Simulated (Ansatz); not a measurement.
# SbHF radical: up Jacob's ladder to CCSD(T)

One table from this session's results is given with a row withheld; the runs are named, their logs left out.

Method: functionals in def2-TZVPP, the program's frozen cores in correlated methods; program: Ansatz 0.2.0, Gaussian basis.

The runs, in order: LDA (SPW92), PBE-D4, revPBE-D4, BLYP-D4, r2SCAN-D4, B97M-V, PBE0-D4, B3LYP-D4, r2SCANh-D4, r2SCAN0-D4, HSE06-D4, BHLYP-D4, CAM-B3LYP-D4, LC-ωPBE, ωB97X-V, ωB97M-V, B2PLYP, PBE-QIDH; CCSD(T)/def2-SVP; CCSD(T)/def2-TZVPP; CCSD(T)/def2-QZVPP; extrapolation to the limit; RPA on PBE.

## The geometry

All runs share one geometry, relaxed beforehand with PBE0-D4 in a triple-zeta def2 set. Sb takes the def2 core potential; no spin-orbit term is included.

SMILES `[F][SbH]`, 3 atoms, charge 0, spin multiplicity 2.

Atoms are counted from 1 here; the program's logs count them from 0.

Bond lengths: F1–Sb2 1.920 Å, Sb2–H3 1.720 Å. Angles: F1–Sb2–H3 93.1°.

The first run:

in.yaml

```yaml
crystal:
  periodic: [false, false, false]
  atoms:
    - {symbol: F, position_ang: [-0.826152, 1.100267, -0.341191]}
    - {symbol: Sb, position_ang: [-0.323843, -0.751349, -0.255929]}
    - {symbol: H, position_ang: [1.138994, -0.413718, 0.583820]}
basis:
  gaussian: {orbitals: def2-TZVPP}
magnetization: {spin_polarized: true, initial_magnetization: 1}
hamiltonian: {xc: lda}
output: {orbitals: {seedname: orbitals}}
```

Launch:

```console
$ ansatz run in.yaml --threads 2 --pin off --events-out ev --progress --plain --max-ram 22528MiB --backend cpu
```

Steps of the session up to this table: LDA; PBE-D4 (GGA); revPBE-D4 (GGA); BLYP-D4 (GGA); r2SCAN-D4 (meta-GGA); B97M-V (meta-GGA); PBE0-D4 (hybrid); B3LYP-D4 (hybrid); r2SCANh-D4 (hybrid); r2SCAN0-D4 (hybrid); HSE06-D4 (hybrid); BHLYP-D4 (hybrid); CAM-B3LYP-D4 (range-separated); LC-ωPBE (range-separated); ωB97X-V (range-separated); ωB97M-V (range-separated); B2PLYP (double hybrid); PBE-QIDH (double hybrid).

One table of the session follows, with a row left open; its other results are not shown here.

It belongs to the step «Frontier levels by functional». 

```
  functional  HOMO (eV)  LUMO (eV)  gap (eV)
 LDA (SPW92)      -5.24      -4.32      0.92
      PBE-D4      -5.19      -3.91      1.28
   revPBE-D4      -5.16      -3.77      1.39
     BLYP-D4      -4.97      -3.95      1.02
   r2SCAN-D4      -5.59      -3.55      2.04
      B97M-V      -5.40      -3.96      1.44
     PBE0-D4      -6.34      -3.06      3.28
    B3LYP-D4      -6.04      -3.46      2.57
  r2SCANh-D4      -6.00      -3.24      2.76
  r2SCAN0-D4          ?          ?         ?
    HSE06-D4      -5.95      -3.43      2.52
    BHLYP-D4      -7.25      -2.36      4.89
CAM-B3LYP-D4      -7.52      -2.20      5.33
     LC-ωPBE      -8.93      -0.80      8.13
     ωB97X-V      -8.42      -1.23      7.20
     ωB97M-V      -8.32      -1.33      6.99
```

Q: Estimate the row for r2SCAN0-D4 from the others.

Worked estimate for «HOMO (eV)». Against the share of exact exchange, r2SCAN-D4 (0, -5.59), r2SCANh-D4 (0.1, -6.00) give a slope of -4.10 per unit share; at 0.25 the line stands at -6.61.

As computed: HOMO (eV): -6.63; LUMO (eV): -2.80; gap (eV): 3.83. In «HOMO (eV)» the line misses by +0.02.
